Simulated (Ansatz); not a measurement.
# ZrOs: the cost of one run

Program: Ansatz 0.2.0. Level of theory: DFT LDA, scalar-relativistic. These are calculated values, not measurements.

## 1. The starting structure

Symmetry: Pm-3m, No. 221, cubic system. Conventional cell: a = 3.263 Å, b = 3.263 Å, c = 3.263 Å, α = 90.00°, β = 90.00°, γ = 90.00°. Zr (site symmetry m-3m) is surrounded by 8 Os at 2.83 Å. Around Os (site symmetry m-3m) lie 8 Zr at 2.83 Å.

Coordinates:

```
Zr Os
1.0
     3.26300    0.00000    0.00000
     0.00000    3.26300    0.00000
     0.00000    0.00000    3.26300
Zr Os
1 1
Direct
  0.50000 0.50000 0.50000
  0.00000 0.00000 0.00000
```

Atoms are numbered in the order of the input: Zr1, Os2.

## 2. Volume × 0.94, LAPW

Input file input.yaml:

```yaml
crystal:
  lattice:
    - [3.1963894727, 0.0, 0.0]
    - [0.0, 3.1963894727, 0.0]
    - [0.0, 0.0, 3.1963894727]
  atoms:
    - { symbol: Zr, position: [0.5, 0.5, 0.5] }
    - { symbol: Os, position: [0.0, 0.0, 0.0] }
kpoints:
  mp_grid: { grid: [13, 13, 13] }
  band_path:
    path:
      - [0.0, 0.0, 0.0]
      - [0.0, 0.5, 0.0]
      - [0.5, 0.5, 0.0]
      - [0.0, 0.0, 0.0]
      - [0.5, 0.5, 0.5]
      - [0.0, 0.5, 0.0]
      - [0.5, 0.5, 0.5]
      - [0.5, 0.5, 0.0]
    npoints: 5
scf:
  occupations: { method: fermi_dirac, width: 0.03 }
hamiltonian:
  xc: lda
  pseudopotentials: { kind: all_electron, lapw: { basis_error: 0.00025 } }
output:
  forces: true
  stress: true
  eigenvalues: true
```

Command:

```sh
ansatz run input.yaml --threads 1 --pin off --max-ram 3072MiB --backend cpu --events-out ev --progress --plain --runs-dir out
```

Q: Estimate wall time and peak memory on 1 thread of Intel Xeon Platinum 8488C (Sapphire Rapids), shared host.

About 32 s, with a peak of 0.6 GiB.
